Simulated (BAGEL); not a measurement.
**GePH4Cl (SMILES [PH2][GeH2][Cl]) at HF/3-21G (density fitting with qzvpp-jkfit)**

What is the vertical singlet–triplet gap of GePH4Cl at HF/3-21G (density fitting with qzvpp-jkfit)? 

Program for the calculation: BAGEL 1.2.2.

28 further runs of the same task are left out: 28 set aside as unsound or not needed.

## 1. The molecule

The species is GePH4Cl (7 atoms), meant as a singlet with charge 0. As SMILES, `[PH2][GeH2][Cl]`. The shape comes from GFN2-xTB, which is rough for such elements, and wasn't checked as a minimum. This is one conformer, not always the lowest.

Bond lengths: P1–Ge2 2.310 Å, Ge2–Cl3 2.108 Å, P1–H4 1.390 Å, P1–H5 1.391 Å, Ge2–H6 1.526 Å, Ge2–H7 1.522 Å. Angles: P1–Ge2–Cl3 109.3°, P1–Ge2–H6 117.5°, P1–Ge2–H7 112.5°, Cl3–Ge2–H6 105.7°, Cl3–Ge2–H7 106.2°, Ge2–P1–H4 92.6°, Ge2–P1–H5 92.2°, H6–Ge2–H7 105.0°, H4–P1–H5 92.5°.

## 2. The energy at HF/3-21G (density fitting with qzvpp-jkfit)

The input, job.json:

```json
{ "bagel": [

{
  "title": "molecule",
  "basis": "3-21g",
  "df_basis": "qzvpp-jkfit",
  "angstrom": true,
  "geometry": [
    { "atom": "P", "xyz": [      -0.848280,       0.159240,      -1.350800 ] },
    { "atom": "Ge", "xyz": [       0.627510,      -0.161770,       0.396700 ] },
    { "atom": "Cl", "xyz": [       1.884440,       1.522000,       0.563350 ] },
    { "atom": "H", "xyz": [      -1.663390,      -0.887510,      -0.937300 ] },
    { "atom": "H", "xyz": [      -1.581720,       1.096660,      -0.630550 ] },
    { "atom": "H", "xyz": [       0.036210,      -0.374130,       1.787390 ] },
    { "atom": "H", "xyz": [       1.545220,      -1.354480,       0.171220 ] }
  ]
},

{
  "title": "hf"
},

{
  "title": "print",
  "file": "orbitals.molden",
  "orbitals": true
}

]}
```

Started as:

```sh
BAGEL_NUM_THREADS=1 BAGEL job.json > job.out
```

Log:

```text
* using 1 threads per process

  ===============================================================
  ===============================================================

  *** Geometry ***

  { "atom" : "P", "xyz" : [     -1.603017,      0.300920,     -2.552642 ] },
  { "atom" : "Ge", "xyz" : [      1.185822,     -0.305701,      0.749654 ] },
  { "atom" : "Cl", "xyz" : [      3.561075,      2.876163,      1.064577 ] },
  { "atom" : "H", "xyz" : [     -3.143352,     -1.677151,     -1.771240 ] },
  { "atom" : "H", "xyz" : [     -2.989018,      2.072387,     -1.191567 ] },
  { "atom" : "H", "xyz" : [      0.068427,     -0.707003,      3.377678 ] },
  { "atom" : "H", "xyz" : [      2.920043,     -2.559596,      0.323559 ] },

  Number of auxiliary basis functions:      594

  Since a DF basis is specified, we compute 2- and 3-index integrals:
    o Being stored without compression. Storage requirement is 0.015 GB

  Number of basis functions:       56
  Number of electrons      :       68

    * METHOD: MOLECULE                             0.63

  *** RHF ***

  === Nuclear Repulsion ===
   346.5120747882

      * DIIS with orbital gradients will be used.

  === RHF iteration (3-21g) ===
      0      -2863.91438906          0.00828819           0.12
      1      -2863.96420610          0.00259177           0.11
      2      -2863.96867994          0.00060030           0.10
      3      -2863.96904861          0.00010303           0.07
      4      -2863.96906525          0.00003273           0.07
      5      -2863.96906686          0.00000714           0.07
      6      -2863.96906693          0.00000151           0.07
      7      -2863.96906693          0.00000029           0.09
      8      -2863.96906693          0.00000010           0.10
      9      -2863.96906693          0.00000002           0.07
     10      -2863.96906693          0.00000001           0.07
    * SCF iteration converged.

    * Permanent dipole moment:
           (    0.945962,     0.936378,    -0.263876) a.u.

    * METHOD: HF                                   1.25

    * METHOD: PRINT                                0.01

  ===============================================================
```

It took 2 s on 1 thread of Intel Xeon Platinum 8375C at 2.90GHz (Ice Lake), shared host; peak memory 0.12 GiB.

## 3. The triplet

The input, calc.json:

```json
{ "bagel": [

{
  "title": "molecule",
  "basis": "3-21g",
  "df_basis": "qzvpp-jkfit",
  "angstrom": "true",
  "geometry": [
    { "atom": "P", "xyz": [   -0.848280,    0.159240,   -1.350800 ] },
    { "atom": "Ge", "xyz": [    0.627510,   -0.161770,    0.396700 ] },
    { "atom": "Cl", "xyz": [    1.884440,    1.522000,    0.563350 ] },
    { "atom": "H", "xyz": [   -1.663390,   -0.887510,   -0.937300 ] },
    { "atom": "H", "xyz": [   -1.581720,    1.096660,   -0.630550 ] },
    { "atom": "H", "xyz": [    0.036210,   -0.374130,    1.787390 ] },
    { "atom": "H", "xyz": [    1.545220,   -1.354480,    0.171220 ] }
  ]
},
{
  "title": "uhf",
  "nopen": 2
},
{
  "title": "print",
  "file": "orbitals.molden",
  "orbitals": "true"
}

]}
```

Started as:

```sh
BAGEL_NUM_THREADS=1 BAGEL calc.json > calc.out
```

Log:

```text
* using 1 threads per process

  ===============================================================
  ===============================================================

  *** Geometry ***

  { "atom" : "P", "xyz" : [     -1.603017,      0.300920,     -2.552642 ] },
  { "atom" : "Ge", "xyz" : [      1.185822,     -0.305701,      0.749654 ] },
  { "atom" : "Cl", "xyz" : [      3.561075,      2.876163,      1.064577 ] },
  { "atom" : "H", "xyz" : [     -3.143352,     -1.677151,     -1.771240 ] },
  { "atom" : "H", "xyz" : [     -2.989018,      2.072387,     -1.191567 ] },
  { "atom" : "H", "xyz" : [      0.068427,     -0.707003,      3.377678 ] },
  { "atom" : "H", "xyz" : [      2.920043,     -2.559596,      0.323559 ] },

  Number of auxiliary basis functions:      594

  Since a DF basis is specified, we compute 2- and 3-index integrals:
    o Being stored without compression. Storage requirement is 0.015 GB

  Number of basis functions:       56
  Number of electrons      :       68

    * METHOD: MOLECULE                             0.54

  *** Open-shell HF ***

  === Nuclear Repulsion ===
   346.5120747882

      * DIIS with orbital gradients will be used.

  === UHF iteration (3-21g) ===
      0      -2863.65165729          0.01654214           0.16
      1      -2863.72020873          0.00696014           0.20
      2      -2863.73412341          0.00273854           0.15
      3      -2863.73938143          0.00148721           0.22
      4      -2863.74599735          0.00096929           0.22
      5      -2863.75154361          0.00073172           0.22
      6      -2863.75589448          0.00050065           0.19
      7      -2863.75849807          0.00029329           0.14
      8      -2863.75878502          0.00020962           0.14
      9      -2863.75911479          0.00017230           0.15
     10      -2863.75916276          0.00008275           0.15
     11      -2863.75920523          0.00004111           0.15
     12      -2863.75921652          0.00001914           0.16
     13      -2863.75921965          0.00000825           0.15
     14      -2863.75922017          0.00000456           0.23
     15      -2863.75922039          0.00000206           0.23
     16      -2863.75922040          0.00000126           0.24
     17      -2863.75922041          0.00000066           0.24
     18      -2863.75922041          0.00000039           0.22
     19      -2863.75922041          0.00000015           0.14
     20      -2863.75922041          0.00000007           0.15
     21      -2863.75922041          0.00000003           0.15
     22      -2863.75922041          0.00000002           0.21
     23      -2863.75922041          0.00000001           0.20
    * SCF iteration converged.

    * S^2 (UHF) is 2.0167

    * Permanent dipole moment:
           (    1.553682,     0.786907,     0.996079) a.u.

    * METHOD: UHF                                  4.61

    * METHOD: PRINT                                0.01

  ===============================================================
```

Wall time 5.4 s (1 thread of Intel Xeon Platinum 8375C at 2.90GHz (Ice Lake), shared host); peak memory 0.12 GiB.

## 4. Outcome

Level: HF/3-21G (density fitting with qzvpp-jkfit).

| quantity | value |
| --- | --- |
| singlet: total energy | -2863.96907 Eh |
| singlet: dipole moment | 3.45 D |
| singlet: HOMO energy | -10.59 eV |
| singlet: LUMO energy | 2.89 eV |
| singlet: HOMO–LUMO gap | 13.49 eV |
| triplet: total energy | -2863.75922 Eh |
| triplet: dipole moment | 5.10 D |
| triplet: ⟨S²⟩ | 2.017 |
| vertical energy of the triplet above the singlet | 5.710 eV |

In words: At this shape the triplet lies 5.71 eV (551 kJ/mol) above the singlet.
